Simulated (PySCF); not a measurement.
# TaS₂: doublet, from a PBE0 minimum start

Aim: relax TaS₂ as a doublet from a PBE0 minimum start, check by its vibrations whether the end is a minimum, and collect its spectrum and constants.

The runs use PySCF 2.14.0; PBE0, basis Ta def2-SVP with ECP60, S def2-SVP, scalar-relativistic core potentials, no spin–orbit coupling, density fitting.

## (1) Where the work starts

3 atoms, charge 0, spin multiplicity 2.

Bond lengths: Ta1–S2 2.152 Å, Ta1–S3 2.152 Å. Angles: S2–Ta1–S3 107.1°.

Z-matrix (Å, degrees; charge 0 multiplicity 2):
```
Ta
S  1 2.1519
S  1 2.1519 2 107.14
```

## (2) First SCF at the start

One driver script runs all steps and calls PySCF; scf.py shows how it sets up the SCF of each step. The optimiser is the driver's own. After this first run the driver tries any further starts and a stability analysis.

The input, scf.py:

```python
from pyscf import gto, scf, dft
mol = gto.M(atom='''
Ta     0.000000    -0.000000    -0.332839
S      1.731401    -0.000000     0.945094
S     -1.731401     0.000000     0.945094''',
    basis={'Ta': 'def2-SVP', 'S': 'def2-SVP'},
    ecp={'Ta': 'def2-SVP'},
    charge=0, spin=1)
mf = dft.UKS(mol, xc='PBE0')
mf.grids.atom_grid = (50, 194)
aux = {'Ta': 'def2-universal-JKFIT', 'S': 'def2-universal-JKFIT'}
mf = mf.density_fit(auxbasis=aux)
mf.conv_tol = 1e-08
mf.diis_space = 10
mf.max_cycle = 60
mf.init_guess = 'minao'
mf.verbose = 4
mf.kernel()
```

Launch:

```sh
OMP_NUM_THREADS=2 python axn.py task.json out
```

The runs that follow: Relaxation: PBE0 minimum start, doublet; Vibrations and properties at this point.

Q: Predict the outcome of this session. Wanted: minimum; geometry; wavenumbers; dipole moment; highest occupied, lowest empty level; polar-tensor charge of Ta1; zero-point energy; atomisation energy; ⟨S²⟩.

As calculated:

| quantity | value |
| --- | --- |
| minimum | doublet, C2v |
| geometry | Ta–S 2.152 Å (×2); S–Ta–S 107.1° |
| wavenumbers (cm⁻¹) | 177 (a1), 532 (b2), 547 (a1) |
| dipole moment | 5.17 D |
| highest occupied, lowest empty level (either spin) | -6.69, -3.27 eV |
| polar-tensor charge of Ta1 | +1.09 e |
| zero-point energy | 7.5 kJ/mol |
| entropy at 298.15 K | 303.8 J/(mol K) |
| atomisation energy (no zero-point energy) | 1051 kJ/mol |
| ⟨S²⟩ | 0.772 |

**Reading.** The molecule stays C2v, as typed, and the end point is a minimum. In the infrared the band at 532 cm⁻¹ (b2, stretch) leads. With 5.2 D the molecule is strongly polar. Most of the spin sits on Ta1 (Mulliken spin 1.28, against 1 for the whole molecule). Only this shape and spin were tried, so other structures or states may lie lower. One determinant may miss the lowest occupation of an open d or f shell. Spin–orbit coupling, left out here, can matter for elements this heavy.
